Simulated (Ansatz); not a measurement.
Born–Oppenheimer molecular dynamics of a periodic cell of 18 atoms, Ba3Ti3SiCl2O9 (surface BaTiO3(001), adsorbate SiCl2, incident energy 0.4 eV, 40° from the normal). It starts from an unrelaxed structure (largest force component 5.75 eV/Å).

The calculation used Ansatz, DFT PBEsol, scalar-relativistic, plane waves, PAW. Settings: PAW set soft_1, cutoff 420 eV, k mesh 2x2x1, fermi-dirac smearing 0.05 eV, no spin polarisation.

* ensemble: NVE (velocity Verlet)
* time step: 1.5 fs
* steps asked: 430
* starting velocities: zero, but for any typed in the input
* atoms held: 1 to 5
* seed: 507327

Frames 1.5 fs apart, positions in Å, forces in eV/Å.

Velocities at 375 fs (Å/ps):

```
Ba 0.00 0.00 0.00
Ti 0.00 0.00 0.00
O 0.00 0.00 0.00
O 0.00 0.00 0.00
O 0.00 0.00 0.00
Ba -0.61 0.27 -3.81
Ti 1.10 -0.84 -11.64
O -2.97 -12.72 -6.63
O 8.25 3.68 -2.93
O -8.76 1.41 -8.32
Ba -0.46 0.51 -0.10
Ti -1.47 0.05 -0.69
O 3.79 2.88 -3.42
O 8.73 3.93 -19.00
O -1.92 3.12 7.79
Si -3.91 3.18 -7.82
Cl 3.16 4.04 -1.95
Cl 8.46 -2.81 -7.12
```

```xyz
18
Lattice="5.6540 0.0000 0.0000 -2.8270 4.8965 0.0000 0.0000 0.0000 20.7114" Properties=species:S:1:pos:R:3:forces:R:3 time_fs=375 energy_less_start_eV=-1.319 T=1022
Ba 0.000 0.000 1.000 0.04 -0.01 -0.81
Ti 0.000 3.264 2.075 0.07 -0.27 -3.38
O 0.000 4.871 1.099 0.00 -1.88 1.28
O -1.391 2.461 1.099 1.58 0.95 1.09
O 1.391 2.461 1.099 -1.43 0.82 1.30
Ba 2.872 1.597 2.874 -0.33 0.15 0.89
Ti 0.062 -0.047 4.573 0.04 0.24 -4.10
O -0.043 1.566 3.502 0.09 -1.88 1.61
O 1.464 3.999 3.577 1.34 0.85 1.63
O -1.358 3.965 3.580 -1.62 1.00 1.42
Ba 0.065 3.208 5.689 -0.14 0.40 -1.87
Ti 2.819 1.512 6.635 -0.30 -0.37 2.06
O 2.984 3.132 6.272 0.42 3.81 -0.88
O 1.656 1.015 5.522 -2.40 -1.49 -1.40
O 4.268 0.709 6.218 3.12 -1.58 -1.07
Si 5.365 1.766 8.354 -0.34 0.02 0.57
Cl 7.148 0.478 8.301 -0.09 -0.58 1.38
Cl 4.818 1.511 10.327 -0.04 -0.18 0.29
18
Lattice="5.6540 0.0000 0.0000 -2.8270 4.8965 0.0000 0.0000 0.0000 20.7114" Properties=species:S:1:pos:R:3:forces:R:3 time_fs=376.5 energy_less_start_eV=-1.433 T=1090
Ba 0.000 0.000 1.000 0.04 -0.01 -0.83
Ti 0.000 3.264 2.075 0.05 -0.26 -3.46
O 0.000 4.871 1.099 0.00 -1.91 1.28
O -1.391 2.461 1.099 1.61 0.97 1.08
O 1.391 2.461 1.099 -1.46 0.83 1.31
Ba 2.871 1.597 2.868 -0.33 0.14 0.91
Ti 0.064 -0.049 4.555 0.09 0.21 -3.86
O -0.048 1.545 3.493 0.09 -1.58 1.54
O 1.477 4.005 3.574 1.06 0.69 1.56
O -1.372 3.968 3.569 -1.38 0.87 1.36
Ba 0.065 3.209 5.689 -0.13 0.41 -1.93
Ti 2.817 1.512 6.635 -0.55 -0.07 1.70
O 2.990 3.139 6.266 0.40 3.46 -0.77
O 1.667 1.020 5.493 -2.15 -1.38 -1.09
O 4.267 0.712 6.229 3.16 -1.60 -1.02
Si 5.359 1.771 8.342 -0.29 -0.02 0.57
Cl 7.153 0.483 8.299 -0.14 -0.57 1.34
Cl 4.830 1.507 10.317 -0.07 -0.18 0.34
18
Lattice="5.6540 0.0000 0.0000 -2.8270 4.8965 0.0000 0.0000 0.0000 20.7114" Properties=species:S:1:pos:R:3:forces:R:3 time_fs=378 energy_less_start_eV=-1.588 T=1180
Ba 0.000 0.000 1.000 0.04 -0.02 -0.85
Ti 0.000 3.264 2.075 0.03 -0.26 -3.53
O 0.000 4.871 1.099 0.01 -1.96 1.28
O -1.391 2.461 1.099 1.65 0.98 1.07
O 1.391 2.461 1.099 -1.49 0.85 1.31
Ba 2.870 1.598 2.863 -0.33 0.14 0.93
Ti 0.065 -0.050 4.535 0.14 0.17 -3.49
O -0.052 1.523 3.487 0.09 -1.20 1.40
O 1.492 4.012 3.573 0.71 0.49 1.44
O -1.389 3.972 3.559 -1.08 0.70 1.24
Ba 0.064 3.210 5.688 -0.12 0.43 -1.98
Ti 2.814 1.512 6.635 -0.70 0.27 1.11
O 2.996 3.150 6.260 0.34 2.89 -0.61
O 1.676 1.023 5.462 -1.76 -1.20 -0.63
O 4.270 0.714 6.238 3.00 -1.50 -0.91
Si 5.353 1.775 8.331 -0.25 -0.05 0.55
Cl 7.158 0.489 8.297 -0.18 -0.57 1.30
Cl 4.843 1.502 10.306 -0.10 -0.18 0.38
18
Lattice="5.6540 0.0000 0.0000 -2.8270 4.8965 0.0000 0.0000 0.0000 20.7114" Properties=species:S:1:pos:R:3:forces:R:3 time_fs=379.5 energy_less_start_eV=-1.743 T=1271
Ba 0.000 0.000 1.000 0.04 -0.02 -0.88
Ti 0.000 3.264 2.075 0.02 -0.25 -3.60
O 0.000 4.871 1.099 0.01 -2.00 1.28
O -1.391 2.461 1.099 1.69 1.00 1.06
O 1.391 2.461 1.099 -1.52 0.87 1.33
Ba 2.869 1.598 2.857 -0.33 0.14 0.96
Ti 0.067 -0.051 4.513 0.19 0.11 -2.96
O -0.056 1.499 3.482 0.08 -0.72 1.18
O 1.508 4.019 3.574 0.28 0.23 1.25
O -1.406 3.977 3.551 -0.70 0.49 1.05
Ba 0.063 3.211 5.688 -0.11 0.45 -2.03
Ti 2.811 1.512 6.635 -0.71 0.63 0.38
O 3.003 3.166 6.252 0.26 2.17 -0.42
O 1.682 1.024 5.430 -1.29 -0.98 -0.08
O 4.278 0.713 6.247 2.66 -1.30 -0.73
Si 5.346 1.780 8.321 -0.21 -0.09 0.51
Cl 7.162 0.494 8.296 -0.21 -0.55 1.25
Cl 4.856 1.498 10.296 -0.14 -0.18 0.43
18
Lattice="5.6540 0.0000 0.0000 -2.8270 4.8965 0.0000 0.0000 0.0000 20.7114" Properties=species:S:1:pos:R:3:forces:R:3 time_fs=381 energy_less_start_eV=-1.857 T=1337
Ba 0.000 0.000 1.000 0.04 -0.02 -0.90
Ti 0.000 3.264 2.075 0.00 -0.24 -3.67
O 0.000 4.871 1.099 0.02 -2.05 1.28
O -1.391 2.461 1.099 1.73 1.02 1.06
O 1.391 2.461 1.099 -1.56 0.89 1.34
Ba 2.868 1.599 2.852 -0.32 0.14 1.00
Ti 0.069 -0.052 4.490 0.24 0.05 -2.24
O -0.060 1.474 3.478 0.06 -0.13 0.87
O 1.524 4.027 3.576 -0.23 -0.07 1.00
O -1.425 3.982 3.545 -0.24 0.22 0.80
Ba 0.062 3.212 5.686 -0.10 0.47 -2.07
Ti 2.808 1.513 6.636 -0.60 0.95 -0.41
O 3.010 3.184 6.244 0.17 1.39 -0.20
O 1.686 1.024 5.398 -0.78 -0.73 0.52
O 4.289 0.711 6.254 2.19 -1.02 -0.52
Si 5.340 1.785 8.310 -0.18 -0.13 0.47
Cl 7.167 0.499 8.296 -0.24 -0.54 1.20
Cl 4.868 1.493 10.286 -0.18 -0.19 0.48
18
Lattice="5.6540 0.0000 0.0000 -2.8270 4.8965 0.0000 0.0000 0.0000 20.7114" Properties=species:S:1:pos:R:3:forces:R:3 time_fs=382.5 energy_less_start_eV=-1.894 T=1359
Ba 0.000 0.000 1.000 0.04 -0.03 -0.93
Ti 0.000 3.264 2.075 -0.02 -0.22 -3.74
O 0.000 4.871 1.099 0.02 -2.10 1.28
O -1.391 2.461 1.099 1.78 1.04 1.06
O 1.391 2.461 1.099 -1.60 0.91 1.36
Ba 2.867 1.599 2.847 -0.32 0.14 1.03
Ti 0.071 -0.052 4.466 0.29 -0.03 -1.35
O -0.064 1.448 3.476 0.02 0.56 0.49
O 1.540 4.035 3.580 -0.82 -0.43 0.69
O -1.444 3.988 3.539 0.28 -0.10 0.47
Ba 0.062 3.213 5.685 -0.09 0.49 -2.10
Ti 2.804 1.513 6.637 -0.39 1.21 -1.20
O 3.018 3.205 6.235 0.07 0.60 0.01
O 1.690 1.024 5.367 -0.28 -0.47 1.12
O 4.303 0.707 6.261 1.65 -0.70 -0.28
Si 5.333 1.789 8.300 -0.16 -0.17 0.41
Cl 7.171 0.504 8.297 -0.26 -0.52 1.15
Cl 4.880 1.489 10.277 -0.21 -0.19 0.53
18
Lattice="5.6540 0.0000 0.0000 -2.8270 4.8965 0.0000 0.0000 0.0000 20.7114" Properties=species:S:1:pos:R:3:forces:R:3 time_fs=384 energy_less_start_eV=-1.837 T=1324
Ba 0.000 0.000 1.000 0.04 -0.03 -0.97
Ti 0.000 3.264 2.075 -0.03 -0.21 -3.82
O 0.000 4.871 1.099 0.02 -2.15 1.29
O -1.391 2.461 1.099 1.82 1.06 1.06
O 1.391 2.461 1.099 -1.64 0.93 1.38
Ba 2.865 1.600 2.842 -0.31 0.15 1.06
Ti 0.073 -0.053 4.441 0.34 -0.13 -0.27
O -0.068 1.424 3.475 -0.02 1.35 0.03
O 1.554 4.043 3.585 -1.48 -0.82 0.34
O -1.462 3.994 3.534 0.87 -0.46 0.09
Ba 0.061 3.214 5.683 -0.08 0.51 -2.13
Ti 2.801 1.515 6.637 -0.13 1.42 -1.91
O 3.026 3.226 6.227 -0.02 -0.13 0.21
O 1.693 1.022 5.337 0.18 -0.23 1.67
O 4.320 0.702 6.267 1.08 -0.35 -0.04
Si 5.326 1.794 8.291 -0.13 -0.22 0.34
Cl 7.175 0.508 8.298 -0.27 -0.50 1.09
Cl 4.893 1.484 10.267 -0.25 -0.20 0.58
18
Lattice="5.6540 0.0000 0.0000 -2.8270 4.8965 0.0000 0.0000 0.0000 20.7114" Properties=species:S:1:pos:R:3:forces:R:3 time_fs=385.5 energy_less_start_eV=-1.685 T=1235
Ba 0.000 0.000 1.000 0.04 -0.03 -1.01
Ti 0.000 3.264 2.075 -0.04 -0.19 -3.90
O 0.000 4.871 1.099 0.02 -2.19 1.29
O -1.391 2.461 1.099 1.85 1.07 1.07
O 1.391 2.461 1.099 -1.68 0.95 1.40
Ba 2.864 1.600 2.838 -0.29 0.15 1.09
Ti 0.075 -0.054 4.416 0.38 -0.23 0.92
O -0.072 1.401 3.474 -0.07 2.20 -0.48
O 1.567 4.049 3.590 -2.16 -1.23 -0.03
O -1.479 3.999 3.530 1.50 -0.85 -0.32
Ba 0.060 3.216 5.681 -0.06 0.54 -2.14
Ti 2.797 1.517 6.636 0.16 1.56 -2.52
O 3.033 3.247 6.219 -0.11 -0.77 0.38
O 1.696 1.020 5.310 0.57 -0.01 2.15
O 4.338 0.697 6.273 0.55 -0.02 0.19
Si 5.319 1.798 8.282 -0.11 -0.26 0.26
Cl 7.179 0.512 8.300 -0.26 -0.47 1.02
Cl 4.905 1.479 10.258 -0.29 -0.21 0.62
18
Lattice="5.6540 0.0000 0.0000 -2.8270 4.8965 0.0000 0.0000 0.0000 20.7114" Properties=species:S:1:pos:R:3:forces:R:3 time_fs=387 energy_less_start_eV=-1.465 T=1105
Ba 0.000 0.000 1.000 0.04 -0.03 -1.05
Ti 0.000 3.264 2.075 -0.05 -0.18 -3.98
O 0.000 4.871 1.099 0.03 -2.23 1.30
O -1.391 2.461 1.099 1.88 1.09 1.07
O 1.391 2.461 1.099 -1.71 0.97 1.41
Ba 2.863 1.601 2.833 -0.28 0.15 1.11
Ti 0.078 -0.056 4.392 0.41 -0.34 2.16
O -0.076 1.381 3.471 -0.13 3.05 -0.99
O 1.576 4.053 3.595 -2.81 -1.62 -0.37
O -1.494 4.003 3.525 2.13 -1.24 -0.74
Ba 0.059 3.217 5.678 -0.05 0.56 -2.15
Ti 2.794 1.519 6.635 0.44 1.65 -2.98
O 3.041 3.267 6.211 -0.18 -1.31 0.52
O 1.700 1.018 5.285 0.87 0.17 2.55
O 4.356 0.692 6.279 0.06 0.29 0.39
Si 5.312 1.802 8.273 -0.09 -0.31 0.19
Cl 7.183 0.515 8.303 -0.25 -0.44 0.94
Cl 4.917 1.474 10.250 -0.32 -0.22 0.66
18
Lattice="5.6540 0.0000 0.0000 -2.8270 4.8965 0.0000 0.0000 0.0000 20.7114" Properties=species:S:1:pos:R:3:forces:R:3 time_fs=388.5 energy_less_start_eV=-1.222 T=963
Ba 0.000 0.000 1.000 0.04 -0.04 -1.11
Ti 0.000 3.264 2.075 -0.05 -0.16 -4.06
O 0.000 4.871 1.099 0.03 -2.26 1.30
O -1.391 2.461 1.099 1.91 1.10 1.07
O 1.391 2.461 1.099 -1.73 0.98 1.42
Ba 2.861 1.601 2.829 -0.26 0.15 1.11
Ti 0.080 -0.057 4.369 0.41 -0.44 3.30
O -0.081 1.366 3.468 -0.19 3.82 -1.45
O 1.582 4.056 3.600 -3.36 -1.96 -0.66
O -1.507 4.005 3.518 2.70 -1.59 -1.13
Ba 0.058 3.218 5.675 -0.03 0.58 -2.15
Ti 2.790 1.523 6.631 0.70 1.69 -3.31
O 3.048 3.285 6.204 -0.25 -1.75 0.62
O 1.705 1.017 5.264 1.09 0.30 2.83
O 4.375 0.687 6.287 -0.35 0.56 0.56
Si 5.305 1.806 8.264 -0.06 -0.36 0.12
Cl 7.186 0.519 8.306 -0.23 -0.40 0.85
Cl 4.928 1.468 10.242 -0.36 -0.22 0.68
18
Lattice="5.6540 0.0000 0.0000 -2.8270 4.8965 0.0000 0.0000 0.0000 20.7114" Properties=species:S:1:pos:R:3:forces:R:3 time_fs=390 energy_less_start_eV=-1.015 T=842
Ba 0.000 0.000 1.000 0.04 -0.04 -1.17
Ti 0.000 3.264 2.075 -0.05 -0.16 -4.14
O 0.000 4.871 1.099 0.03 -2.28 1.30
O -1.391 2.461 1.099 1.93 1.11 1.07
O 1.391 2.461 1.099 -1.75 0.99 1.43
Ba 2.860 1.602 2.825 -0.25 0.15 1.10
Ti 0.083 -0.059 4.347 0.37 -0.52 4.20
O -0.085 1.355 3.463 -0.23 4.38 -1.79
O 1.584 4.055 3.604 -3.73 -2.18 -0.85
O -1.516 4.005 3.511 3.13 -1.86 -1.43
Ba 0.058 3.220 5.672 -0.01 0.60 -2.15
Ti 2.787 1.527 6.627 0.92 1.69 -3.48
O 3.055 3.301 6.198 -0.30 -2.07 0.68
O 1.712 1.015 5.247 1.20 0.38 3.01
O 4.393 0.683 6.294 -0.68 0.79 0.70
Si 5.298 1.809 8.255 -0.04 -0.42 0.05
Cl 7.190 0.522 8.310 -0.19 -0.35 0.75
Cl 4.940 1.463 10.234 -0.40 -0.23 0.70
18
Lattice="5.6540 0.0000 0.0000 -2.8270 4.8965 0.0000 0.0000 0.0000 20.7114" Properties=species:S:1:pos:R:3:forces:R:3 time_fs=391.5 energy_less_start_eV=-0.896 T=773
Ba 0.000 0.000 1.000 0.03 -0.04 -1.24
Ti 0.000 3.264 2.075 -0.04 -0.16 -4.21
O 0.000 4.871 1.099 0.03 -2.29 1.30
O -1.391 2.461 1.099 1.93 1.11 1.06
O 1.391 2.461 1.099 -1.76 1.00 1.43
Ba 2.859 1.603 2.821 -0.23 0.15 1.08
Ti 0.086 -0.060 4.327 0.27 -0.54 4.75
O -0.090 1.351 3.455 -0.24 4.65 -1.94
O 1.580 4.052 3.606 -3.86 -2.25 -0.92
O -1.520 4.003 3.501 3.37 -2.00 -1.60
Ba 0.057 3.221 5.668 0.01 0.62 -2.13
Ti 2.784 1.532 6.620 1.12 1.66 -3.52
O 3.061 3.314 6.193 -0.34 -2.29 0.69
O 1.720 1.015 5.234 1.23 0.42 3.08
O 4.411 0.680 6.303 -0.94 0.98 0.80
Si 5.291 1.812 8.246 -0.01 -0.47 0.01
Cl 7.193 0.524 8.314 -0.15 -0.30 0.64
Cl 4.951 1.458 10.227 -0.43 -0.23 0.71
```

Of the whole run (645 fs, mean temperature of the second half 1284 K): The conserved energy stayed within 0.75 meV per atom of its start (net change -0.27 meV per atom), so the integration is sound. A run of 0.65 ps of so small a system gives no equilibrium averages. Limits of this set-up: coarse k mesh, slab without dipole correction, no dispersion correction for a molecule that may bind weakly, PAW files made for another functional.

Run time: 34 min on 2 threads of Arm Neoverse V2, on a shared host, peak memory 1.2 GiB.
